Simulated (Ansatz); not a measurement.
# BaZnSbF: the cost of one run

Computed with Ansatz 0.2.0 (reference: DFT PBE, plane waves, PAW, scalar-relativistic, no spin polarisation, unless a step's input says otherwise).

1 further run of the same task is left out (set aside as unsound or not needed).

### 1 The structure to begin with

Symmetry: P4/nmm, No. 129, tetragonal system. Conventional cell: a = 4.422 Å, b = 4.422 Å, c = 9.743 Å, α = 90.00°, β = 90.00°, γ = 90.00°. Ba (site symmetry 4mm) is surrounded by 4 F at 2.65 Å. F (site symmetry -4m2) has 4 Ba at 2.65 Å as nearest neighbours. Zn (site symmetry -4m2) has 4 Sb at 2.74 Å and 4 Zn at 3.13 Å as nearest neighbours. Sb (site symmetry 4mm) has 4 Zn at 2.74 Å as nearest neighbours.

As a file:

```
CELL_PARAMETERS angstrom
4.42185 0.00000 0.00000
0.00000 4.42185 0.00000
0.00000 0.00000 9.74257
ATOMIC_POSITIONS crystal
Ba 0.75000 0.75000 0.35079
Ba 0.25000 0.25000 0.64921
F 0.25000 0.75000 0.50000
F 0.75000 0.25000 0.50000
Zn 0.25000 0.75000 0.00000
Zn 0.75000 0.25000 0.00000
Sb 0.25000 0.25000 0.16604
Sb 0.75000 0.75000 0.83396
```

### 2 The reference run

Contents of input.yaml:

```yaml
crystal:
  lattice:
    - [4.421854, 0.0, 0.0]
    - [0.0, 4.421854, 0.0]
    - [0.0, 0.0, 9.742566]
  atoms:
    - { symbol: Ba, position: [0.75, 0.75, 0.35079] }
    - { symbol: Ba, position: [0.25, 0.25, 0.64921] }
    - { symbol: F, position: [0.25, 0.75, 0.5] }
    - { symbol: F, position: [0.75, 0.25, 0.5] }
    - { symbol: Zn, position: [0.25, 0.75, 0.0] }
    - { symbol: Zn, position: [0.75, 0.25, 0.0] }
    - { symbol: Sb, position: [0.25, 0.25, 0.16604] }
    - { symbol: Sb, position: [0.75, 0.75, 0.83396] }
  symmetry: { tolerance: 0.0003 }
kpoints:
  mp_grid: { grid: [4, 4, 2], shift: [0, 0, 0] }
magnetization:
  spin_polarized: false
scf:
  occupations: { method: methfessel_paxton, width: 0.0849 }
hamiltonian:
  pseudopotentials: { kind: paw }
  xc: pbe
basis:
  ecutwfc: 420
output:
  forces: true
  stress: true
  eigenvalues: true
```

Started as:

```bash
> ansatz run input.yaml --threads 1 --pin off --max-ram 2560MiB --backend cpu --events-out ev --progress --plain --runs-dir out
```

**Question.** How long does this run take on 1 thread of Intel Xeon Platinum 8488C (Sapphire Rapids), shared host, and how much memory does it need?

About 6.2 s, with a peak of 0.49 GiB.
